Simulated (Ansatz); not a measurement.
# NH₃ with CH₃I: superposition error and deformation

The task here is to estimate one member of a computed series from the others.

The runs use Ansatz 0.2.0, Gaussian basis; PBE0-D4 structures, single points in def2-TZVPPD.

Levels: PBE-D4, revPBE-D4, BLYP-D4, r2SCAN-D4, B97M-V, PBE0-D4, B3LYP-D4, HSE06-D4, wB97X-V, wB97M-V, B2PLYP, Hartree-Fock, MP2, CCSD, CCSD(T).

Correlated methods freeze the cores. Filled d shells of the heavier atoms are correlated. Core potentials replace the inner electrons past krypton, and spin-orbit coupling is left out. B3LYP uses VWN-RPA correlation. B2PLYP carries no dispersion term here.

129 further runs of the same task are left out: 129 set aside as unsound or not needed.

**Starting geometry**

The relaxed pair: 9 atoms, charge 0, spin multiplicity 1.

Atoms are counted from 1 here; the program's logs count them from 0.

Bond lengths: N1–H2 1.014 Å, N1–H3 1.013 Å, N1–H4 1.013 Å, C5–I6 2.133 Å, C5–H7 1.086 Å, C5–H8 1.089 Å, C5–H9 1.086 Å. Angles: H2–N1–H3 107.2°, H2–N1–H4 107.2°, H3–N1–H4 107.2°, I6–C5–H7 107.2°, I6–C5–H8 106.3°, I6–C5–H9 107.2°, H7–C5–H8 112.3°, H7–C5–H9 111.2°, H8–C5–H9 112.3°.

As a file:

```mol
CH6IN
  3D, bonds by distance, orders not assigned

  9  7  0  0  0  0  0  0  0  0999 V2000
   -0.0179    0.0968   -1.7732 N   0  0
    0.7110   -0.5588   -1.5146 H   0  0
   -0.6580   -0.3936   -2.3857 H   0  0
    0.4185    0.8286   -2.3204 H   0  0
   -0.2698    0.1606    1.5987 C   0  0
    1.3422   -1.2365    1.5998 I   0  0
    0.0612    1.0345    2.1517 H   0  0
   -0.4758    0.3874    0.5541 H   0  0
   -1.1115   -0.3187    2.0893 H   0  0
  1  2  8  0
  1  3  8  0
  1  4  8  0
  5  6  8  0
  5  7  8  0
  5  8  8  0
  5  9  8  0
M  END
```

Atoms 1 to 4 are fragment A (NH₃), the rest fragment B (CH₃I). From earlier runs, pair energy (eV) and counterpoise interaction (kcal/mol):

| method | E(pair) | interaction |
| --- | --- | --- |
| PBE-D4 | -10723.56275 | -3.72 |
| revPBE-D4 | -10728.06535 | -3.20 |
| BLYP-D4 | -10724.81382 | -3.20 |
| r2SCAN-D4 | -10728.85400 | -3.23 |
| B97M-V | -10726.63851 | -3.34 |
| PBE0-D4 | -10724.58612 | -3.61 |
| B3LYP-D4 | -10730.41256 | -3.37 |
| HSE06-D4 | -10724.37723 | -3.60 |
| wB97X-V | -10726.13771 | -3.23 |
| wB97M-V | -10725.22862 | -3.26 |
| B2PLYP | -10720.48533 | -2.34 |
| MP2 | -10706.01835 | -3.05 |
| CCSD(T) | -10706.67735 | -2.90 |

First each fragment is run alone in its own basis, frozen in the shape it has in the pair (a, b).

The first run:

Input file a/in.yaml:

```yaml
crystal:
  periodic: [false, false, false]
  atoms:
    - {symbol: N, position_ang: [-0.017892, 0.096765, -1.773212]}
    - {symbol: H, position_ang: [0.711044, -0.558816, -1.514575]}
    - {symbol: H, position_ang: [-0.658025, -0.393626, -2.385663]}
    - {symbol: H, position_ang: [0.418494, 0.828583, -2.320368]}
basis:
  gaussian: {orbitals: "def2-TZVPPD.json"}
hamiltonian: {xc: pbe, dispersion: d4}
```

Input file b/in.yaml:

```yaml
crystal:
  periodic: [false, false, false]
  atoms:
    - {symbol: C, position_ang: [-0.269764, 0.160650, 1.598738]}
    - {symbol: I, position_ang: [1.342196, -1.236500, 1.599816]}
    - {symbol: H, position_ang: [0.061216, 1.034470, 2.151718]}
    - {symbol: H, position_ang: [-0.475805, 0.387371, 0.554128]}
    - {symbol: H, position_ang: [-1.111464, -0.318696, 2.089319]}
basis:
  gaussian: {orbitals: "def2-TZVPPD.json"}
hamiltonian: {xc: pbe, dispersion: d4}
```

The basis file named in the input lies beside it (Basis Set Exchange, JSON).

One command serves all of them, each in its own folder.

Launch:

```sh
ansatz run in.yaml --threads 4 --pin off --events-out ev --progress --plain --max-ram 9574MiB
```

Steps of the session up to this table: PBE-D4/def2-TZVPPD; r2SCAN-D4/def2-TZVPPD; PBE0-D4/def2-TZVPPD; B3LYP-D4/def2-TZVPPD; wB97X-V/def2-TZVPPD; wB97M-V/def2-TZVPPD; B2PLYP/def2-TZVPPD; BLYP-D4/def2-TZVPPD; revPBE-D4/def2-TZVPPD; B97M-V/def2-TZVPPD; HSE06-D4/def2-TZVPPD; CCSD(T)/def2-TZVPPD; Relaxing NH₃ alone; Relaxing CH₃I alone.

One table of the session follows, with a row left open; its other results are not shown here.

```
      method  interaction with counterpoise (kcal/mol)
      PBE-D4                                     -3.72
   revPBE-D4                                     -3.20
     BLYP-D4                                     -3.20
   r2SCAN-D4                                     -3.23
      B97M-V                                     -3.34
     PBE0-D4                                     -3.61
    B3LYP-D4                                     -3.37
    HSE06-D4                                     -3.60
     wB97X-V                                     -3.23
     wB97M-V                                     -3.26
      B2PLYP                                     -2.34
Hartree-Fock                                     -1.00
         MP2                                     -3.05
        CCSD                                         ?
     CCSD(T)                                     -2.90
```

**Question.** Estimate the row for CCSD.

**Answer.** interaction with counterpoise (kcal/mol): -2.56. In the column «interaction with counterpoise (kcal/mol)» it lies between CCSD(T) (-2.90) and B2PLYP (-2.34).
